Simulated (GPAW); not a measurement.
# AlO2 (Cmcm) in GPAW: notebook

One crystal, AlO2, is run at these levels: r2SCAN, PBE; tasks: band structure.

Program: GPAW 26.7.0. These are calculated values, not measurements. Logs are shortened: lines on timing, memory, paths and dates and some standing lists are left out, and cuts for length are marked. The log counts tension as positive stress, the text compression.

## Step 1: Starting point

It takes space group Cmcm (No. 63, orthorhombic). The conventional cell has a = 2.976 Å, b = 10.806 Å, c = 3.647 Å, α = 90.00°, β = 90.00°, γ = 90.00°. Al (site symmetry m2m) has 6 O at 1.87 to 2.02 Å as nearest neighbours. O (site symmetry m2m) has 2 Al at 1.88 Å as nearest neighbours. Around O (site symmetry m2m) lie 4 Al at 1.87 to 2.02 Å.

The cell comes from a database or a generator and needn't be the stable form of this composition.

## Step 2: Band structure, r2SCAN

File run.py:

```python
from ase import Atoms
from ase.dft.bandgap import bandgap
from ase.io import write
from ase.units import GPa
from gpaw import GPAW, PW

atoms = Atoms(['Al', 'Al', 'O', 'O', 'O', 'O'],
              cell=[[1.488162, -5.402833, 0.0],
                    [1.488162, 5.402833, 0.0],
                    [0.0, 0.0, 3.646612]],
              scaled_positions=[[0.668133, 0.331867, 0.75],
                                [0.331867, 0.668133, 0.25],
                                [0.061072, 0.938928, 0.75],
                                [0.938928, 0.061072, 0.25],
                                [0.294184, 0.705816, 0.75],
                                [0.705816, 0.294184, 0.25]],
              pbc=True)

calc = GPAW(mode=PW(800),
            xc='MGGA_X_R2SCAN+MGGA_C_R2SCAN',
            kpts={'size': (6, 6, 5), 'gamma': True},
            occupations={'name': 'fermi-dirac', 'width': 0.05},
            nbands=29,
            convergence={'density': 1e-05, 'energy': 1e-05},
            maxiter=150,
            txt='gpaw.txt')
atoms.calc = calc
energy = atoms.get_potential_energy()
forces = atoms.get_forces()
stress = atoms.get_stress()
calc.write('gs.gpw')
write('result.traj', atoms)
print(f'Energy: {energy:.6f} eV')
print('Forces (eV/A):')
print(forces.round(4))
print('Stress (GPa):', (stress / GPa).round(3))
print('Fermi level:', round(calc.get_fermi_level(), 4), 'eV')
print(f'Gap: {bandgap(calc)[0]:.4f} eV, direct: {bandgap(calc, direct=True)[0]:.4f} eV')

path = atoms.cell.bandpath('GXSRAZGYX1A1TY,ZT', npoints=100, eps=1e-4)
bs_calc = calc.fixed_density(kpts=path, symmetry='off', nbands=43,
                             convergence={'bands': 'CBM+6.0', 'eigenstates': 1e-6}, txt='bands.txt')
bs = bs_calc.band_structure()
bs.write('bs.json')
print(f'Gap on the path: {bandgap(bs_calc)[0]:.4f} eV')
```

Potentials or basis: GPAW PAW data sets (gpaw-data 1.2.1), pw.

Run with:

```
OMP_NUM_THREADS=1 python run.py
```

gpaw.txt:

```text
__  _  _
 | _ |_)|_||  |
 |__||  | ||/\| - 26.7.0

Input parameters:
  mode=PW(ecut=800.0),
  convergence={'density': 1e-05, 'energy': 1e-05},
  kpts=MonkhorstPack(size=(6, 6, 5), gamma=True),
  maxiter=150,
  nbands=29,
  occupations=Occupations(name='fermi-dirac', width=0.05),
  xc=XC(name='MGGA_X_R2SCAN+MGGA_C_R2SCAN')

Diagonalizing LCAO Hamiltonian
Converting LCAO to pw mode

             O
           O

         Al
           Al

         O
       O

Atoms  # Å, Bohr magnetons
|   | symbol |        x |         y |        z |    initial magnetic moments |
|---|--------|----------|-----------|----------|-----------------------------|
| 0 |     Al | 1.488162 | -1.816789 | 2.734959 | ( 0.0000,  0.0000,  0.0000) |
| 1 |     Al | 1.488162 |  1.816789 | 0.911653 | ( 0.0000,  0.0000,  0.0000) |
| 2 |      O | 1.488162 |  4.742909 | 2.734959 | ( 0.0000,  0.0000,  0.0000) |
| 3 |      O | 1.488162 | -4.742909 | 0.911653 | ( 0.0000,  0.0000,  0.0000) |
| 4 |      O | 1.488162 |  2.223979 | 2.734959 | ( 0.0000,  0.0000,  0.0000) |
| 5 |      O | 1.488162 | -2.223979 | 0.911653 | ( 0.0000,  0.0000,  0.0000) |

Unit cell  # Å
| periodic |        x |         y |        z |  lengths |     angles |
|----------|----------|-----------|----------|----------|------------|
|      yes | 1.488162 | -5.402833 | 0.000000 | 5.604037 |  90.000000 |
|      yes | 1.488162 |  5.402833 | 0.000000 | 5.604037 |  90.000000 |
|      yes | 0.000000 |  0.000000 | 3.646612 | 3.646612 | 149.200515 |

Number of symmetries: 4
Symmetry operations  # r_c * U_cc + t_c -> r_c
|   | kind |            matrix            |
|---|------|------------------------------|
| 0 |  E   |  1, 0, 0,  0, 1, 0,  0, 0, 1 |
| 1 |  C2  |  0, 1, 0,  1, 0, 0,  0, 0,-1 |
| 2 |  σ   |  0,-1, 0, -1, 0, 0,  0, 0, 1 |
| 3 |  i   | -1, 0, 0,  0,-1, 0,  0, 0,-1 |

BZ-sampling:
  Number of BZ points: 180
  Number of IBZ points: 55

  Monkhorst-Pack size: [6, 6, 5]
  Monkhorst-Pack shift: [0.08333333333333333, 0.08333333333333333, 0.0]

K-points  # in reciprocal-cell coordinates
|     |                                coordinates |     weight |
|-----|--------------------------------------------|------------|
|   0 | (  0.00000000,   0.00000000,   0.00000000) | 0.00555556 |
|   1 | (  0.00000000,   0.00000000,   0.20000000) | 0.01111111 |
|   2 | (  0.00000000,   0.00000000,   0.40000000) | 0.01111111 |
|   3 | (  0.16666667,  -0.16666667,  -0.40000000) | 0.01111111 |
|   4 | (  0.16666667,  -0.16666667,  -0.20000000) | 0.01111111 |
|   5 | (  0.16666667,  -0.16666667,   0.00000000) | 0.01111111 |
|   6 | (  0.16666667,  -0.16666667,   0.20000000) | 0.01111111 |
|   7 | (  0.16666667,  -0.16666667,   0.40000000) | 0.01111111 |
|   8 | (  0.16666667,   0.00000000,  -0.40000000) | 0.02222222 |
|   9 | (  0.16666667,   0.00000000,  -0.20000000) | 0.02222222 |
| ... |                                            |            |
|  54 | (  0.50000000,   0.50000000,   0.40000000) | 0.01111111 |

Plane wave coefficients: 3030
Cutoff: 800.0 eV

Spin-components: 1 (collinear spins)
Bands:           29
Projectors:      30
Spin-degeneracy: 2
Datatype:        complex128

Parallelization:
  kpt:    1
  domain: 1
  band:   1

Density:
  Valence electrons: 30.0
  Components: 1
  Grid points: [40 40 24]
  Charge: 0.0  # |e|

Potential:
  Grid points: [40 40 24]

species:
  Al:
    name:    Aluminium
    Z:       13.0
    valence: 3
    core:    10
    charge:  0.0  # [|e|]
    compensation charges:
      type: gauss
      rc: 0.34  # [Å]
      lmax: 2
    cutoffs:
      filter: 1.91  # [Å]
      core: 2.36  # [Å]
    projectors
    | kind |    occ | energy [eV] | rcut [Å] |
    |------|--------|-------------|----------|
    |   3s |  2.000 |      -7.753 |    1.085 |
    |   3p |  1.000 |      -2.712 |    1.085 |
    |    s |        |      19.459 |    1.085 |
    |    p |        |      24.499 |    1.085 |
    |    d |        |       0.000 |    1.085 |

    Using partial waves for Al as LCAO basis

  O:
    name:    Oxygen
    Z:       8.0
    valence: 6
    core:    2
    charge:  0.0  # [|e|]
    compensation charges:
      type: gauss
      rc: 0.21  # [Å]
      lmax: 2
    cutoffs:
      filter: 1.17  # [Å]
      core: 0.83  # [Å]
    projectors
    | kind |    occ | energy [eV] | rcut [Å] |
    |------|--------|-------------|----------|
    |   2s |  2.000 |     -23.961 |    0.688 |
    |   2p |  4.000 |      -9.029 |    0.598 |
    |    s |        |       3.251 |    0.688 |
    |    p |        |      18.182 |    0.598 |
    |    d |        |       0.000 |    0.619 |

    Using partial waves for O as LCAO basis

Reference energy: -21370.255734  # eV

eigensolver:
  PPCG
  Converge bands: occupied
  niter=2

density mixing:
  MSR1-Mixer
  Pratt-step length: 0.05
  Maximum mixing coefficient: 0.75
  Old densities: 10
  SVD Regularization: 0.005
  Good broyden scale: 1.0
  Trust region scale: 1.0
  Backstep threshold: 4.0
  History deletion threshold: 6.0
  Fourier metric: weight=20.0, sigma=0.015

occupation numbers:
  Fermi-Dirac:
    width: 0.0500  # eV

poisson solver:
  ecut: 6400.0  # eV

xc functional:
  name: MGGA_X_R2SCAN+MGGA_C_R2SCAN with 2 nearest neighbor stencil

convergence criteria:
- Maximum integral of absolute [dens]ity change: 1e-05 electrons / valence electron
- Maximum [total energy] change in last 3 cyles: 1e-05 eV / valence electron
- Maximum integral of absolute [eigenst]ate change: 4e-08 eV^2 / valence electron
maximum number of iterations: 150

SCF iterations
|iter     | |      energy | eigst |  dens |
|---------|-|-------------|-------|-------|
|iter:   1| |  -66.110575 | -0.02 |       |
|iter:   2| |  -52.755184 | -1.71 | -0.80 |
|iter:   3| |  -51.161325 | -0.86 | -0.83 |
|iter:   4| |  -51.072105 | -1.93 | -1.34 |
|iter:   5| |  -51.112349 | -3.10 | -1.66 |
|iter:   6| |  -51.103626 | -3.61 | -2.11 |
|iter:   7| |  -51.103635 | -4.92 | -2.75 |
|iter:   8| |  -51.103677c| -5.95 | -3.23 |
|iter:   9| |  -51.103677c| -7.19 | -3.88 |
|iter:  10| |  -51.103678c| -7.67c| -4.69 |
|iter:  11| |  -51.103678c| -8.34c| -5.21c|

Converged in 11 steps
Energy contributions relative to reference atoms: (reference = -21370.255734)

Energy contributions:
  Kinetic:          31.031992
  Coulomb:         -28.521499
  Zero:              0.642252
  External:          0.000000
  Xc:              -54.236092
  Entropy:          -0.040660
  Spinorbit:         0.000000
  ----------------------------
  Free energy:     -51.124008
  Extrapolated:    -51.103678

dipole moment: (-0.000000, 0.000000, -0.000000)  # |e|*Ang

Fermi level: 3.993
Eigenvalues  # (at kpt = [0.000, 0.000, 0.000])
| band index |      eig [eV] | occ [0-2] |
|------------|---------------|-----------|
|          0 |       -16.489 |     2.000 |
|        ... |               |           |
|          6 |         0.021 |     2.000 |
|          7 |         0.593 |     2.000 |
|          8 |         1.272 |     2.000 |
|          9 |         1.285 |     2.000 |
|         10 |         1.612 |     2.000 |
|         11 |         2.080 |     2.000 |
[... 8 lines left out ...]
|         20 |        17.886 |     0.000 |
|         21 |        18.670 |     0.000 |
|        ... |               |           |
|         28 |        22.561 |     0.000 |

No gap
No difference between direct/indirect transitions

Forces  # eV/Ang
|        x |        y |        z |
|----------|----------|----------|
| -0.00000 |  0.13655 |  0.00000 |  # Al   0
|  0.00000 | -0.13655 | -0.00000 |  # Al   1
| -0.00000 |  0.85419 |  0.00000 |  # O    2
|  0.00000 | -0.85419 | -0.00000 |  # O    3
|  0.00000 | -0.08495 |  0.00000 |  # O    4
|  0.00000 |  0.08495 | -0.00000 |  # O    5

Stress tensor  # eV/Ang^3
|         x |         y |        z |
|-----------|-----------|----------|
|  0.040316 | -0.000000 | 0.000000 |
| -0.000000 |  0.037622 | 0.000000 |
|  0.000000 |  0.000000 | 0.032089 |

# Writing to gs.gpw (mode='')
```

Wall time 17 min (1 thread of Intel Xeon Platinum 8259CL at 2.50GHz (Skylake/Cascade Lake), shared host); peak memory 0.69 GiB.

Results:

```
Free energy             : -51.1240 eV
Pressure                : -5.9 GPa
Largest force           : 0.854 eV/Å
Band gap along the path : none (metal or under the smearing width)
```

Forces on the atoms (eV/Å):
```
Al   0.000  0.137  0.000
Al   0.000 -0.137  0.000
O    0.000  0.854  0.000
O    0.000 -0.854  0.000
O    0.000 -0.085  0.000
O    0.000  0.085  0.000
```

Levels at the corners of the path, in eV from the Fermi level:
```tsv
point	band 13	band 14	band 15	band 16
Γ	-1.54	-0.55	0.03	0.09
X	-1.75	-1.10	-0.78	0.03
S	-1.89	-1.18	-0.63	0.00
R	-1.37	-1.37	0.17	0.17
A	-1.45	-1.45	0.21	0.21
Z	-1.11	-1.11	-0.22	-0.22
Γ	-1.54	-0.55	0.03	0.09
Y	-1.59	-1.57	-0.55	0.04
X1	-1.75	-1.10	-0.78	0.03
A1	-1.45	-1.45	0.21	0.21
T	-1.84	-1.84	0.37	0.37
Y	-1.59	-1.57	-0.55	0.04
Z	-1.11	-1.11	-0.22	-0.22
T	-1.84	-1.84	0.37	0.37
```

Caveat: the k mesh is coarse (spacing up to 0.36 Å⁻¹), so the values aren't converged; the PAW data sets were made with another functional, which shifts forces and pressure a little; the program warned that so skewed a cell can give wrong results.

## Step 3: Band structure, PBE

Changes to run.py since step 2:

```diff
@@ -19,3 +19,3 @@
 calc = GPAW(mode=PW(800),
-            xc='MGGA_X_R2SCAN+MGGA_C_R2SCAN',
+            xc='PBE',
             kpts={'size': (6, 6, 5), 'gamma': True},
```

Potentials or basis: GPAW PAW data sets (gpaw-data 1.2.1), pw.

Run with:

```
OMP_NUM_THREADS=1 python run.py
```

Run time: 6.2 min. Hardware: 1 thread of Intel Xeon Platinum 8259CL at 2.50GHz (Skylake/Cascade Lake), shared host; peak memory 0.64 GiB.

It converged, with:

```
Free energy             : -40.2669 eV
Pressure                : 0.4 GPa
Largest force           : 0.764 eV/Å
Band gap along the path : none (metal or under the smearing width)
```

Forces on the atoms (eV/Å):
```
Al   0.000  0.217  0.000
Al   0.000 -0.217  0.000
O    0.000  0.764  0.000
O    0.000 -0.764  0.000
O    0.000 -0.100  0.000
O    0.000  0.100  0.000
```

Stress tensor (GPa, compression positive):
```
-0.37  0.00  0.00
 0.00 -0.53  0.00
 0.00  0.00  2.07
```

Levels at the corners of the path, in eV from the Fermi level:
| point | band 13 | band 14 | band 15 | band 16 | band 17 |
| --- | --- | --- | --- | --- | --- |
| Γ | -1.33 | -0.48 | 0.06 | 0.09 | 5.95 |
| X | -1.64 | -1.01 | -0.69 | -0.01 | 9.81 |
| S | -1.80 | -1.09 | -0.55 | -0.04 | 9.91 |
| R | -1.28 | -1.28 | 0.18 | 0.18 | 10.27 |
| A | -1.37 | -1.37 | 0.22 | 0.22 | 10.33 |
| Z | -1.05 | -1.05 | -0.20 | -0.20 | 8.74 |
| Γ | -1.33 | -0.48 | 0.06 | 0.09 | 5.95 |
| Y | -1.52 | -1.48 | -0.48 | 0.01 | 7.42 |
| X1 | -1.64 | -1.01 | -0.69 | -0.01 | 9.81 |
| A1 | -1.37 | -1.37 | 0.22 | 0.22 | 10.33 |
| T | -1.69 | -1.69 | 0.36 | 0.36 | 8.93 |
| Y | -1.52 | -1.48 | -0.48 | 0.01 | 7.42 |
| Z | -1.05 | -1.05 | -0.20 | -0.20 | 8.74 |
| T | -1.69 | -1.69 | 0.36 | 0.36 | 8.93 |

Caveat: the k mesh is coarse (spacing up to 0.36 Å⁻¹), so the values aren't converged; the program warned that so skewed a cell can give wrong results.
